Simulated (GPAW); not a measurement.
## Pb2O in GPAW: convergence with density grid spacing (A)

Input of the first run (density grid spacing (A) 0.2); the others differ in this setting and in those tied to it:

The input run.py:

```python
from ase.dft.bandgap import bandgap
from ase.io import read, write
from ase.units import GPa
from gpaw import GPAW, PW

atoms = read('POSCAR')

calc = GPAW(mode=PW(800),
            h=0.2,
            xc='PBE',
            kpts={'size': (4, 4, 4), 'gamma': True},
            occupations={'name': 'fermi-dirac', 'width': 0.05},
            nbands=53,
            convergence={'density': 1e-05, 'energy': 1e-05},
            maxiter=100,
            txt='gpaw.txt')
atoms.calc = calc
energy = atoms.get_potential_energy()
forces = atoms.get_forces()
stress = atoms.get_stress()
calc.write('gs.gpw')
write('result.traj', atoms)
print(f'Energy: {energy:.6f} eV')
print('Forces (eV/A):')
print(forces.round(4))
print('Stress (GPa):', (stress / GPa).round(3))
print('Fermi level:', round(calc.get_fermi_level(), 4), 'eV')
print(f'Gap: {bandgap(calc)[0]:.4f} eV, direct: {bandgap(calc, direct=True)[0]:.4f} eV')
```

POSCAR

```
Pb2O
1.0
    5.3800000000      0.0000000000      0.0000000000
    0.0000000000      5.3800000000      0.0000000000
    0.0000000000      0.0000000000      5.3800000000
Pb O
4 2
Direct
    0.7500000000      0.2500000000      0.7500000000
    0.2500000000      0.7500000000      0.7500000000
    0.7500000000      0.7500000000      0.2500000000
    0.2500000000      0.2500000000      0.2500000000
    0.5000000000      0.5000000000      0.5000000000
    0.0000000000      0.0000000000      0.0000000000
```

Potentials or basis: GPAW PAW data sets (gpaw-data 1.2.1), pw.

The run is started by

```sh
$ OMP_NUM_THREADS=1 python run.py
```

Hardware: 1 thread of Arm Neoverse V1, on a shared host.

| density grid spacing (A) | energy less the tightest run, at zero smearing (meV/atom) | pressure (GPa) | SCF cycles | CPU time (s) | peak memory (GiB) |
| --- | --- | --- | --- | --- | --- |
| 0.24 | refused | - | - | - | - |
| 0.2 | -12.53 | 2.68 | 13 | 77 | 0.29 |
| 0.17 | -0.71 | 2.34 | 13 | 75 | 0.29 |
| 0.15 | -0.12 | 2.32 | 13 | 100 | 0.32 |
| 0.13 | -0.06 | 2.32 | 13 | 140 | 0.37 |
| 0.11 | -0.02 | 2.32 | 13 | 210 | 0.47 |
| 0.09 | 0.00 | 2.32 | 13 | 310 | 0.66 |

Against the tightest run, the energy stays within 1 meV/atom from 0.17 on; the pressure stays within 0.1 GPa from 0.17 on. The tightest run that finished is the yardstick and may itself not be fully converged.

Spin-orbit coupling is left out, which matters for the levels of Pb.
